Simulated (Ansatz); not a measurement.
# ZrO2: a point defect seen from the nuclei (Te on an O site), part 2 of 3

Aim: the field gradients at and around a point defect: Te on an O site in ZrO2, cell charge 0. The cell is a supercell built from a deposited structure from the Crystallography Open Database (COD). Planned: a single point, then a relaxation, then a check of xc.

Ansatz 0.2.0; DFT, PBE, plane-wave PAW, default files, scalar-relativistic, as far as a step names no other. The steps go on from the part before.

### 3 Ions relaxed

input.yaml, as its differences from that of step 2:

```diff
@@ -44 +44,4 @@
     contact_densities: true
+relax:
+  f_tol: 0.03
+  max_steps: 40
```

On the command line:

```console
$ ansatz run input.yaml --threads 1 --pin off --max-ram 3072MiB --backend cpu --events-out ev --progress --plain --runs-dir out
```

The log of the run:

```text
Warning: output.stress: scf.convergence.dr2_threshold = 1e-7 eV (the SCF's general default) is looser than the 2.4e-9 eV advised for a printed stress (1e-10 eV for each atom of the cell: 24). What an SCF threshold leaves in a stress goes as its square root, and in the free energy as the threshold itself, and one threshold admits the most on a small cell: of the crystals measured, under no hybrid functional and no lock of the moments, on runs that ended without the residual-converged pass, on stresses that held no estimate of that error, the worst erred by over 100 MPa in a component at 1e-7 eV an atom and by under 5 at 1e-10. Every solve of this run answers to scf.convergence.dr2_threshold, and the tensor of one is reported: a single SCF on the reported geometry and on this run's grids (its basis.xc_grid and basis.ecutrho_ratio typed), with scf.convergence.dr2_threshold at 2.4e-9 eV or tighter, prints it and tightens no other solve. Else set scf.convergence.dr2_threshold to 2.4e-9 eV or tighter. The threshold is an SCF's pass mark: one that does not reach it within its budget of iterations ends unconverged, or closes short of it on a stop that the run arms, and scf.convergence.dr2_threshold's page says what that costs each kind of run
Warning: RAYON_NUM_THREADS=1 ignored (pool sized by the plan → 1); use --threads N
Zr, Te: output.efg is read without spin–orbit coupling, which moves field gradients at and beside such atoms by some per cent and up to a factor of two; PAW files take it under magnetization.noncollinear and magnetization.spin_orbit
[... 10 set-up lines as earlier in the session ...]
Crystal: 24 atoms, lattice volume = 267.795 Å³
Basis set: ecut = 420 eV, 5161 PW (Γ), exchange–correlation on 100×100×100 points (8 copies of the dense FFT grid, shifted against one another)
Bands: 125, of which v1, the nominal top of the filled ones, is band 101 counted from 1 (100 counted from 0)
[... 2 set-up lines as earlier in the session ...]
k-points: 18 of 64 (time reversal used)
[... 10 set-up lines as earlier in the session ...]
SCF iter   1: F=—  HF=-48983.347719 eV  |F-HF|=—  |Δ(HF+E_count)|=         —  Δρ=6.40e-3  dr2=1.04e-1  ethr=1.77e-3  ⟨swp⟩=6.8  Hψ=8431  notcnv=0  defer=145
preconditioner: auto → Resta (q_TF=auto, 2.603 Å⁻¹)  ε∞=4.3  [insulator: Δε(μ)=2.561 eV  Ē_g=16.515 eV  σ=0.010 eV  W_gap=1.00  n_scr=64 (ndim 8)  ℏωp=30.1 eV  f_vac=0.017  D(μ)=0.00/eV (n_scr^D=0)  ε∞_Penn≈4.3]
SCF iter   2: F=—  HF=-48983.331296 eV  |F-HF|=—  |Δ(HF+E_count)|=   1.64e-2  Δρ=3.27e-3  dr2=1.81e-2  ethr=5.15e-5  ⟨swp⟩=2.4  Hψ=4380  notcnv=0  defer=326
SCF iter   3: F=—  HF=-48983.330279 eV  |F-HF|=—  |Δ(HF+E_count)|=   1.02e-3  Δρ=1.42e-3  dr2=5.25e-3  ethr=8.95e-6  ⟨swp⟩=2.7  Hψ=3671  notcnv=0  defer=326
SCF iter   4: F=—  HF=-48983.329758 eV  |F-HF|=—  |Δ(HF+E_count)|=   5.22e-4  Δρ=3.80e-4  dr2=2.74e-4  ethr=2.60e-6  ⟨swp⟩=2.0  Hψ=3131  notcnv=0  defer=326
SCF iter   5: F=—  HF=-48983.329781 eV  |F-HF|=—  |Δ(HF+E_count)|=   2.35e-5  Δρ=1.06e-4  dr2=2.71e-5  ethr=1.36e-7  ⟨swp⟩=2.0  Hψ=3672  notcnv=0  defer=326
SCF iter   6: F=-48983.329778 eV  HF=-48983.329786 eV  |F-HF|=7.68e-6  |Δ(HF+E_count)|=   4.94e-6  Δρ=7.20e-5  dr2=1.25e-5  ethr=1.11e-8  ⟨swp⟩=4.0  Hψ=6906  notcnv=0
SCF 1 converged in 6 iterations: F = -48983.329778 eV  dr2 = 1.25e-5
relax step   1: F+E_penalty+E_count = -48983.32977829 eV  Δ(F+E_penalty+E_count) = +0.000e0 eV  max|allowed force component| = 1.819e1 eV/Å  Δτ_max = 0.0000 Å  (6 SCF iters, dr2 threshold 2.25e-5 eV, accepted)
Initial density: handed on by an earlier stage of this run
Initial wavefunctions: those handed on with the density
iter 1 solved again at ethr=5.07e-4 eV; its pass at ethr=3.10e-3 eV (dr2=1.02e0 eV) is discarded
SCF iter   1: F=—  HF=-48990.036953 eV  |F-HF|=—  |Δ(HF+E_count)|=         —  Δρ=1.89e-2  dr2=1.03e0  ethr=5.07e-4  ⟨swp⟩=1.0  Hψ=10240  notcnv=0  defer=302
preconditioner: auto → Resta (q_TF=auto, 2.603 Å⁻¹)  ε∞=4.3  [insulator: Δε(μ)=1.992 eV  Ē_g=16.606 eV  σ=0.010 eV  W_gap=1.00  n_scr=64 (ndim 8)  ℏωp=30.1 eV  f_vac=0.013  D(μ)=0.00/eV (n_scr^D=0)  ε∞_Penn≈4.3]
SCF iter   2: F=—  HF=-48989.831323 eV  |F-HF|=—  |Δ(HF+E_count)|=   2.06e-1  Δρ=8.12e-3  dr2=1.20e-1  ethr=5.07e-4  ⟨swp⟩=3.2  Hψ=3751  notcnv=0  defer=302
SCF iter   3: F=—  HF=-48989.811195 eV  |F-HF|=—  |Δ(HF+E_count)|=   2.01e-2  Δρ=3.59e-3  dr2=2.16e-2  ethr=5.96e-5  ⟨swp⟩=3.0  Hψ=3896  notcnv=0  defer=335
SCF iter   4: F=—  HF=-48989.808349 eV  |F-HF|=—  |Δ(HF+E_count)|=   2.85e-3  Δρ=9.18e-4  dr2=1.60e-3  ethr=1.07e-5  ⟨swp⟩=3.0  Hψ=3254  notcnv=0  defer=335
SCF iter   5: F=—  HF=-48989.808627 eV  |F-HF|=—  |Δ(HF+E_count)|=   2.77e-4  Δρ=3.69e-4  dr2=3.19e-4  ethr=7.93e-7  ⟨swp⟩=2.0  Hψ=2935  notcnv=0  defer=335
SCF iter   6: F=—  HF=-48989.808651 eV  |F-HF|=—  |Δ(HF+E_count)|=   2.43e-5  Δρ=1.45e-4  dr2=5.41e-5  ethr=4.95e-8  ⟨swp⟩=2.7  Hψ=7282  notcnv=0
SCF iter   7: F=-48989.808671 eV  HF=-48989.808669 eV  |F-HF|=1.88e-6  |Δ(HF+E_count)|=   1.83e-5  Δρ=3.67e-5  dr2=3.85e-6  ethr=2.68e-8  ⟨swp⟩=3.0  Hψ=5724  notcnv=0
SCF 2 converged in 7 iterations: F = -48989.808671 eV  dr2 = 3.85e-6
relax step   2: F+E_penalty+E_count = -48989.80867103 eV  Δ(F+E_penalty+E_count) = -6.479e0 eV  max|allowed force component| = 4.435e0 eV/Å  Δτ_max = 0.1999 Å  (7 SCF iters, dr2 threshold 1.00e-4 eV, accepted)
iter 1 solved again at ethr=2.07e-4 eV; its pass at ethr=3.10e-3 eV (dr2=4.17e-1 eV) is discarded
SCF iter   1: F=—  HF=-48991.488271 eV  |F-HF|=—  |Δ(HF+E_count)|=         —  Δρ=1.33e-2  dr2=4.26e-1  ethr=2.07e-4  ⟨swp⟩=1.0  Hψ=8458  notcnv=0  defer=298
preconditioner: auto → Resta (q_TF=auto, 2.603 Å⁻¹)  ε∞=4.3  [insulator: Δε(μ)=1.958 eV  Ē_g=16.634 eV  σ=0.010 eV  W_gap=1.00  n_scr=64 (ndim 8)  ℏωp=30.1 eV  f_vac=0.012  D(μ)=0.00/eV (n_scr^D=0)  ε∞_Penn≈4.3]
SCF iter   2: F=—  HF=-48991.413051 eV  |F-HF|=—  |Δ(HF+E_count)|=   7.52e-2  Δρ=6.45e-3  dr2=7.51e-2  ethr=2.07e-4  ⟨swp⟩=2.9  Hψ=3187  notcnv=0  defer=298
SCF iter   3: F=—  HF=-48991.402826 eV  |F-HF|=—  |Δ(HF+E_count)|=   1.02e-2  Δρ=2.77e-3  dr2=1.52e-2  ethr=3.72e-5  ⟨swp⟩=3.0  Hψ=3835  notcnv=0  defer=341
SCF iter   4: F=—  HF=-48991.400928 eV  |F-HF|=—  |Δ(HF+E_count)|=   1.90e-3  Δρ=6.30e-4  dr2=7.91e-4  ethr=7.54e-6  ⟨swp⟩=2.2  Hψ=3311  notcnv=0  defer=341
SCF iter   5: F=—  HF=-48991.401077 eV  |F-HF|=—  |Δ(HF+E_count)|=   1.48e-4  Δρ=2.61e-4  dr2=1.56e-4  ethr=3.92e-7  ⟨swp⟩=2.0  Hψ=3058  notcnv=0  defer=341
SCF iter   6: F=-48991.401085 eV  HF=-48991.401082 eV  |F-HF|=2.84e-6  |Δ(HF+E_count)|=   5.38e-6  Δρ=9.01e-5  dr2=1.69e-5  ethr=4.95e-8  ⟨swp⟩=2.8  Hψ=7354  notcnv=0
SCF 3 converged in 6 iterations: F = -48991.401085 eV  dr2 = 1.69e-5
relax step   3: F+E_penalty+E_count = -48991.40108495 eV  Δ(F+E_penalty+E_count) = -1.592e0 eV  max|allowed force component| = 8.788e-1 eV/Å  Δτ_max = 0.1501 Å  (6 SCF iters, dr2 threshold 1.00e-4 eV, accepted)
[... 7 lines left out ...]
relax step   4: F+E_penalty+E_count = -48991.62389575 eV  Δ(F+E_penalty+E_count) = -2.228e-1 eV  max|allowed force component| = 6.754e-1 eV/Å  Δτ_max = 0.0694 Å  (5 SCF iters, dr2 threshold 4.83e-5 eV, accepted)
[... 8 lines left out ...]
relax step   5: F+E_penalty+E_count = -48991.65150066 eV  Δ(F+E_penalty+E_count) = -2.760e-2 eV  max|allowed force component| = 8.602e-1 eV/Å  Δτ_max = 0.0975 Å  (6 SCF iters, dr2 threshold 2.85e-5 eV, accepted)
[... 7 lines left out ...]
relax step   6: F+E_penalty+E_count = -48991.74324789 eV  Δ(F+E_penalty+E_count) = -9.175e-2 eV  max|allowed force component| = 1.542e-1 eV/Å  Δτ_max = 0.0544 Å  (5 SCF iters, dr2 threshold 1.00e-4 eV, accepted)
[... 8 lines left out ...]
relax step   7: F+E_penalty+E_count = -48991.74932072 eV  Δ(F+E_penalty+E_count) = -6.073e-3 eV  max|allowed force component| = 8.536e-2 eV/Å  Δτ_max = 0.0113 Å  (6 SCF iters, dr2 threshold 1.49e-6 eV, accepted)
[... 9 lines left out ...]
relax step   8: F+E_penalty+E_count = -48991.75166458 eV  Δ(F+E_penalty+E_count) = -2.344e-3 eV  max|allowed force component| = 8.787e-2 eV/Å  Δτ_max = 0.0111 Å  (7 SCF iters, accepted)
[... 6 lines left out ...]
relax step   9: F+E_penalty+E_count = -48991.75192384 eV  Δ(F+E_penalty+E_count) = -2.593e-4 eV  max|allowed force component| = 2.550e-2 eV/Å  Δτ_max = 0.0035 Å  (4 SCF iters, dr2 threshold 2.36e-6 eV, accepted)
iter 1 solved again at ethr=2.28e-10 eV; its pass at ethr=3.10e-3 eV (dr2=4.60e-7 eV) is discarded
SCF iter   1: F=—  HF=-48991.751971 eV  |F-HF|=—  |Δ(HF+E_count)|=         —  Δρ=1.72e-5  dr2=4.61e-7  ethr=2.28e-10  ⟨swp⟩=1.0  Hψ=5328  notcnv=0  defer=335
preconditioner: auto → Resta (q_TF=auto, 2.603 Å⁻¹)  ε∞=4.3  [insulator: Δε(μ)=1.897 eV  Ē_g=16.695 eV  σ=0.010 eV  W_gap=1.00  n_scr=64 (ndim 8)  ℏωp=30.1 eV  f_vac=0.011  D(μ)=0.00/eV (n_scr^D=0)  ε∞_Penn≈4.3]
SCF iter   2: F=—  HF=-48991.751924 eV  |F-HF|=—  |Δ(HF+E_count)|=   4.71e-5  Δρ=1.01e-5  dr2=1.63e-7  ethr=2.28e-10  ⟨swp⟩=2.0  Hψ=3733  notcnv=0  defer=335
SCF iter   3: F=-48991.751924 eV  HF=-48991.751924 eV  |F-HF|=5.10e-8  |Δ(HF+E_count)|=   4.92e-8  Δρ=5.48e-6  dr2=6.96e-8  ethr=4.95e-11  ⟨swp⟩=4.0  Hψ=6840  notcnv=0
SCF 10 converged in 3 iterations: F = -48991.751924 eV  dr2 = 6.96e-8
relax step  10: F+E_penalty+E_count = -48991.75192391 eV  Δ(F+E_penalty+E_count) = -6.234e-8 eV  max|allowed force component| = 2.554e-2 eV/Å  Δτ_max = 0.0000 Å  (3 SCF iters, accepted)
NSCF: frozen V_eff on 18 k-points
the band table was solved once a step of the walk had ended and its energy, with any forces and stress, was formed, with the checks that follow a solve (10325 applications of the Hamiltonian). They found nothing against the state; the energy, forces and stress were not computed again (output.eigenvalues in the input reference)
SCF converged after 3 iterations
Free energy (F): -48991.751924 eV
Harris-Foulkes:  -48991.751924 eV  (|F-HF|=5.10e-8)
Internal energy: -48991.751924 eV  (E = F + TS)
E sigma→0 (E₀):  -48991.751924 eV
Fermi energy:    14.923042 eV
--- Per-component energies (eV) ---
[... 14 lines left out ...]
--- Forces (eV/Å), atoms counted from 1 ---
  atom   1  Zr     0.00000000     0.00914068    -0.00528327
  atom   2  Zr     0.00000000     0.00109334    -0.00737944
  atom   3  Zr     0.00000000    -0.00914068    -0.00528327
  atom   4  Zr     0.00000000    -0.00109334    -0.00737944
  atom   5  Zr     0.00919295     0.00000000     0.01442529
  atom   6  Zr     0.00169023     0.00000000     0.00236815
  atom   7  Zr    -0.00169023     0.00000000     0.00236815
  atom   8  Zr    -0.00919295     0.00000000     0.01442529
  atom   9  Te     0.00000000     0.00000000    -0.02554568
  atom  10  O      0.00000000     0.00000000     0.00481544
  atom  11  O      0.00000000     0.00000000     0.00751919
  atom  12  O      0.00000000     0.00000000     0.00702795
  atom  13  O      0.00000000     0.00000000    -0.00747565
  atom  14  O      0.00000000     0.00000000    -0.00006143
  atom  15  O      0.00000000     0.00000000     0.00078535
  atom  16  O      0.00000000     0.00000000    -0.00002130
  atom  17  O      0.00187955     0.00125331    -0.00362066
  atom  18  O     -0.00187955    -0.00125331    -0.00362066
  atom  19  O      0.00187955    -0.00125331    -0.00362066
  atom  20  O     -0.00187955     0.00125331    -0.00362066
  atom  21  O     -0.00293398    -0.00215964     0.00477238
  atom  22  O      0.00293398     0.00215964     0.00477238
  atom  23  O     -0.00293398     0.00215964     0.00477238
  atom  24  O      0.00293398    -0.00215964     0.00477238
  max |Σ_I F_I| component: 8.78e-5 eV/Å
--- Stress (GPa, compression-positive) ---
       27.218252       0.000000       0.000000
        0.000000      37.995175       0.000000
        0.000000       0.000000      33.949147
  P = ⅓ Tr σ = 33.0542 GPa (330.542 kbar)
--- PAW observables at the nuclei: V_zz in 10²¹ V/m², potentials from the cell's mean, atoms counted from 1 ---
  atom   1  Zr V_zz =    +6.435604   η = 0.8619   by run symmetry: allowed   C_q = -27.3878 MHz
            electrostatic potential = -5928.714505 V   contact ρ = 490532.377020 e/Å³
  atom   2  Zr V_zz =    -5.681588   η = 0.4181   by run symmetry: allowed   C_q = +24.1789 MHz
            electrostatic potential = -5928.150808 V   contact ρ = 490528.232299 e/Å³
  atom   3  Zr V_zz =    +6.435604   η = 0.8619   by run symmetry: allowed   C_q = -27.3878 MHz
            electrostatic potential = -5928.714505 V   contact ρ = 490532.377020 e/Å³
  atom   4  Zr V_zz =    -5.681588   η = 0.4181   by run symmetry: allowed   C_q = +24.1789 MHz
            electrostatic potential = -5928.150808 V   contact ρ = 490528.232299 e/Å³
  atom   5  Zr V_zz =    -6.001539   η = 0.3431   by run symmetry: allowed   C_q = +25.5405 MHz
            electrostatic potential = -5928.431153 V   contact ρ = 490527.392774 e/Å³
  atom   6  Zr V_zz =    +8.624758   η = 0.0238   by run symmetry: allowed   C_q = -36.7040 MHz
            electrostatic potential = -5928.331394 V   contact ρ = 490529.071281 e/Å³
  atom   7  Zr V_zz =    +8.624758   η = 0.0238   by run symmetry: allowed   C_q = -36.7040 MHz
            electrostatic potential = -5928.331394 V   contact ρ = 490529.071281 e/Å³
  atom   8  Zr V_zz =    -6.001539   η = 0.3431   by run symmetry: allowed   C_q = +25.5405 MHz
            electrostatic potential = -5928.431153 V   contact ρ = 490527.392774 e/Å³
  atom   9  Te V_zz =   -16.475084   η = 0.2854   by run symmetry: allowed
            electrostatic potential = -8654.576781 V   contact ρ = 1468719.676439 e/Å³
  atom  10  O  V_zz =    +1.664274   η = 0.8575   by run symmetry: allowed   C_q = -1.0294 MHz
            electrostatic potential = -630.703008 V   contact ρ = 2157.009108 e/Å³
  atom  11  O  V_zz =    -2.761079   η = 0.4749   by run symmetry: allowed   C_q = +1.7078 MHz
            electrostatic potential = -629.381469 V   contact ρ = 2157.215696 e/Å³
  atom  12  O  V_zz =    +1.762849   η = 0.6893   by run symmetry: allowed   C_q = -1.0904 MHz
            electrostatic potential = -630.515609 V   contact ρ = 2157.084671 e/Å³
  atom  13  O  V_zz =    +0.951644   η = 0.6117   by run symmetry: allowed   C_q = -0.5886 MHz
            electrostatic potential = -630.260979 V   contact ρ = 2157.266127 e/Å³
  atom  14  O  V_zz =    -2.378291   η = 0.9738   by run symmetry: allowed   C_q = +1.4710 MHz
            electrostatic potential = -630.498431 V   contact ρ = 2157.625680 e/Å³
  atom  15  O  V_zz =    -0.499936   η = 0.8663   by run symmetry: allowed   C_q = +0.3092 MHz
            electrostatic potential = -630.278021 V   contact ρ = 2156.707227 e/Å³
  atom  16  O  V_zz =    -1.238597   η = 0.7347   by run symmetry: allowed   C_q = +0.7661 MHz
            electrostatic potential = -629.086565 V   contact ρ = 2156.994590 e/Å³
  atom  17  O  V_zz =    -1.171603   η = 0.4336   by run symmetry: allowed   C_q = +0.7247 MHz
            electrostatic potential = -630.493468 V   contact ρ = 2157.206521 e/Å³
  atom  18  O  V_zz =    -1.171603   η = 0.4336   by run symmetry: allowed   C_q = +0.7247 MHz
            electrostatic potential = -630.493468 V   contact ρ = 2157.206521 e/Å³
  atom  19  O  V_zz =    -1.171603   η = 0.4336   by run symmetry: allowed   C_q = +0.7247 MHz
            electrostatic potential = -630.493468 V   contact ρ = 2157.206521 e/Å³
  atom  20  O  V_zz =    -1.171603   η = 0.4336   by run symmetry: allowed   C_q = +0.7247 MHz
            electrostatic potential = -630.493468 V   contact ρ = 2157.206521 e/Å³
  atom  21  O  V_zz =    +1.902224   η = 0.4986   by run symmetry: allowed   C_q = -1.1766 MHz
            electrostatic potential = -629.970173 V   contact ρ = 2156.801034 e/Å³
  atom  22  O  V_zz =    +1.902224   η = 0.4986   by run symmetry: allowed   C_q = -1.1766 MHz
            electrostatic potential = -629.970173 V   contact ρ = 2156.801034 e/Å³
  atom  23  O  V_zz =    +1.902224   η = 0.4986   by run symmetry: allowed   C_q = -1.1766 MHz
            electrostatic potential = -629.970173 V   contact ρ = 2156.801034 e/Å³
  atom  24  O  V_zz =    +1.902224   η = 0.4986   by run symmetry: allowed   C_q = -1.1766 MHz
            electrostatic potential = -629.970173 V   contact ρ = 2156.801034 e/Å³
--- Band table (eV; the first three rows and the last of 18) ---
[... 4 lines left out ...]
--- Relaxed structure (10 steps of the walk, 10 accepted, 0 SCFs on fresh bases) ---
  F+E_penalty+E_count = -48991.75192391 eV   max|allowed force component| = 2.554e-2 eV/Å
  atoms:
    - { symbol: Zr, position: [-0.06971582624309829, -0.02019273328055881, -0.049523092962539476] }
    - { symbol: Zr, position: [0.5066973798356191, 0.5094681767927173, -0.002770796957098189] }
    - { symbol: Zr, position: [0.5293303596819807, -0.02019273328055881, 0.5495230929625395] }
    - { symbol: Zr, position: [0.012238973749815557, 0.5094681767927174, 0.5027707969570981] }
    - { symbol: Zr, position: [0.5109085859096202, 0.507196352380661, 0.4962877664710408] }
    - { symbol: Zr, position: [0.0012382237090754478, -0.001014487255624863, 0.4977472890352997] }
    - { symbol: Zr, position: [0.0012382237090754478, 0.5034909346737758, 0.0022527109647003662] }
    - { symbol: Zr, position: [0.5109085859096202, 0.01462081943857943, 0.0037122335289592467] }
    - { symbol: Te, position: [0.334765625149265, 0.08476562514926507, 0.25] }
    - { symbol: O, position: [0.8458176328138401, 0.5958176328138401, 0.25] }
    - { symbol: O, position: [0.8604769790601021, 0.1104769790601021, 0.7499999999999999] }
    - { symbol: O, position: [0.3539589961132919, 0.6039589961132921, 0.75] }
    - { symbol: O, position: [0.6069371167188733, 0.3569371167188732, 0.25] }
    - { symbol: O, position: [0.08780017511716198, 0.8378001751171622, 0.25000000000000006] }
    - { symbol: O, position: [0.10646875846805104, 0.356468758468051, 0.75] }
    - { symbol: O, position: [0.5883897489004306, 0.8383897489004306, 0.75] }
    - { symbol: O, position: [0.14700277143149434, 0.42139784314665246, 0.26015222390002346] }
    - { symbol: O, position: [0.661245619246629, 0.886850547531471, 0.2398477760999766] }
    - { symbol: O, position: [0.661245619246629, 0.42139784314665246, 0.7743950717151582] }
    - { symbol: O, position: [0.14700277143149437, 0.8868505475314709, 0.7256049282848419] }
    - { symbol: O, position: [0.4127673577130109, 0.6480864456831507, 0.26283196337564685] }
    - { symbol: O, position: [0.8852544823075039, 0.14993539433736403, 0.2371680366243532] }
    - { symbol: O, position: [0.8852544823075039, 0.6480864456831508, 0.7353190879701399] }
    - { symbol: O, position: [0.41276735771301076, 0.14993539433736394, 0.7646809120298601] }
--- Löwdin populations: 24 sites ---
  site symbol       q [e]
[... 24 lines left out ...]
  spilling = 0.004173 (of n_electrons = 202.000000)
```

Wall time 8.8 min (1 thread of Arm Neoverse V1, shared host); peak memory 0.91 GiB.

Relaxation path:

```
step  energy change (eV)  largest force component (eV/Å)
   1              0.0000                          18.194
   2             -6.4789                           4.435
   3             -8.0713                           0.879
   4             -8.2941                           0.675
   5             -8.3217                           0.860
   6             -8.4135                           0.154
   7             -8.4195                           0.085
   8             -8.4219                           0.088
   9             -8.4221                           0.025
  10             -8.4221                           0.026
```

Largest displacement: 0.413 Å (atom 3 and its like, Zr); mean 0.126 Å.

The run ends with gap on the mesh 1.90 eV, largest force 0.026 eV/Å, pressure 33.1 GPa.

Against step 2 (V_zz in 10²¹ V/m²; 10 of 14 rows, with the four largest changes of size):

| site | atoms | V_zz, PBE | V_zz, PBE relaxed | η, PBE | η, PBE relaxed |
| --- | --- | --- | --- | --- | --- |
| Te | 9 | -27.8 | -16.48 | 0.79 | 0.29 |
| Zr1 | 1, 3 | -6.46 | 6.44 | 0.68 | 0.86 |
| Zr5 | 5, 8 | 4.49 | -6.00 | 0.42 | 0.34 |
| O13 | 13 | -1.21 | 0.95 | 0.03 | 0.61 |
| O14 | 14 | -0.76 | -2.38 | 0.26 | 0.97 |
| O17 | 17, 18, 19, … | 1.03 | -1.17 | 0.54 | 0.43 |
| O21 | 21, 22, 23, … | 0.99 | 1.90 | 0.29 | 0.50 |
| O11 | 11 | 0.78 | -2.76 | 0.11 | 0.47 |
| O12 | 12 | 1.14 | 1.76 | 0.12 | 0.69 |
| Zr6 | 6, 7 | 4.68 | 8.62 | 0.05 | 0.02 |

The printed gradients, by site: 12 of 14, those nearest the defect, the farthest of each element and the two largest gradients.

| site | atoms | distance from the defect (Å) | V_zz (10²¹ V/m²) | η | C_Q (MHz) |
| --- | --- | --- | --- | --- | --- |
| Te | 9 | 0.00 | -16.48 | 0.29 | – |
| Zr1 | 1, 3 | 2.41 | 6.44 | 0.86 | -27.4 (⁹¹Zr) |
| Zr5 | 5, 8 | 2.54 | -6.00 | 0.34 | 25.5 (⁹¹Zr) |
| O14 | 14 | 2.56 | -2.38 | 0.97 | 1.47 (¹⁷O) |
| O17 | 17, 18, 19, 20 | 2.76 | -1.17 | 0.43 | 0.725 (¹⁷O) |
| O13 | 13 | 2.82 | 0.95 | 0.61 | -0.589 (¹⁷O) |
| O21 | 21, 22, 23, 24 | 3.25 | 1.90 | 0.50 | -1.18 (¹⁷O) |
| O12 | 12 | 3.60 | 1.76 | 0.69 | -1.09 (¹⁷O) |
| O11 | 11 | 3.61 | -2.76 | 0.47 | 1.71 (¹⁷O) |
| Zr6 | 6, 7 | 3.89 | 8.62 | 0.02 | -36.7 (⁹¹Zr) |
| Zr2 | 2, 4 | 4.09 | -5.68 | 0.42 | 24.2 (⁹¹Zr) |
| O10 | 10 | 5.06 | 1.66 | 0.86 | -1.03 (¹⁷O) |

Direction of the V_zz axis (Cartesian unit vector):

| site | atom | x | y | z |
| --- | --- | --- | --- | --- |
| Zr1 | 1 | 0.00 | -0.39 | 0.92 |
| Zr2 | 2 | 0.00 | 1.00 | -0.03 |
| Zr5 | 5 | 0.98 | 0.00 | 0.20 |
| Zr6 | 6 | 0.02 | 0.00 | 1.00 |
| Te | 9 | 0.00 | 1.00 | 0.00 |
| O10 | 10 | 1.00 | 0.00 | 0.00 |
| O11 | 11 | 0.00 | 1.00 | 0.00 |
| O12 | 12 | 1.00 | 0.00 | 0.00 |
| O13 | 13 | 0.00 | 1.00 | 0.00 |

The sizes of the gradients above 0.15 moved by 45 % in the median, over a factor of two at the site that moves most (small gradients counted from 0.15; O11, 0.78 to -2.76), with a change of sign at Zr1, Zr5, O13 and others.

(Continued in part 3 of 3.)
